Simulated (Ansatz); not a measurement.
# ScZn: the cost of one run

Method: DFT PBEsol, scalar-relativistic, in Ansatz 0.2.0.

## 1. The starting structure

The structure is cubic, space group Pm-3m (No. 221). Conventional cell: a = 3.350 Å, b = 3.350 Å, c = 3.350 Å, α = 90.00°, β = 90.00°, γ = 90.00°. Sc (site symmetry m-3m) has 8 Zn at 2.90 Å as nearest neighbours. Around Zn (site symmetry m-3m) lie 8 Sc at 2.90 Å.

As a file:

```cif
data_structure
_symmetry_space_group_name_H-M 'Pm-3m'
_symmetry_Int_Tables_number 221
_cell_length_a 3.3500
_cell_length_b 3.3500
_cell_length_c 3.3500
_cell_angle_alpha 90.000
_cell_angle_beta 90.000
_cell_angle_gamma 90.000
_cell_volume 37.60
loop_
_atom_site_label
_atom_site_type_symbol
_atom_site_symmetry_multiplicity
_atom_site_Wyckoff_symbol
_atom_site_fract_x
_atom_site_fract_y
_atom_site_fract_z
_atom_site_occupancy
Sc1 Sc 1 a 0.00000 0.00000 0.00000 1
Zn1 Zn 1 b 0.50000 0.50000 0.50000 1
```

The file gives the conventional cell by its symmetry; the runs use the cell typed in the input.

The cell is a deposited one (Crystallography Open Database entry 1527719); the temperature and pressure of the measurement aren't taken into account, and nothing was relaxed.

Atoms are numbered in the order of the input: Sc1, Zn2.

## 2. Volume × 0.94, LAPW

The input, input.yaml:

```yaml
crystal:
  lattice:
    - [3.2816134642, 0.0, 0.0]
    - [0.0, 3.2816134642, 0.0]
    - [0.0, 0.0, 3.2816134642]
  atoms:
    - { symbol: Sc, position: [0.0, 0.0, 0.0] }
    - { symbol: Zn, position: [0.5, 0.5, 0.5] }
kpoints:
  mp_grid: { grid: [10, 10, 10] }
  band_path:
    path:
      - [0.0, 0.0, 0.0]
      - [0.0, 0.5, 0.0]
      - [0.5, 0.5, 0.0]
      - [0.0, 0.0, 0.0]
      - [0.5, 0.5, 0.5]
      - [0.0, 0.5, 0.0]
      - [0.5, 0.5, 0.5]
      - [0.5, 0.5, 0.0]
    npoints: 5
scf:
  occupations: { method: fermi_dirac, width: 0.03 }
hamiltonian:
  xc: pbesol
  pseudopotentials: { kind: all_electron, lapw: { basis_error: 0.0005 } }
output:
  forces: true
  stress: true
  eigenvalues: true
```

Started as:

```sh
$ ansatz run input.yaml --threads 1 --pin off --max-ram 3072MiB --backend cpu --events-out ev --progress --plain --runs-dir out
```

Q: Estimate wall time and peak memory on 1 thread of Intel Xeon 6975P-C (Granite Rapids), shared host.

About 6.6 s, with a peak of 0.36 GiB.
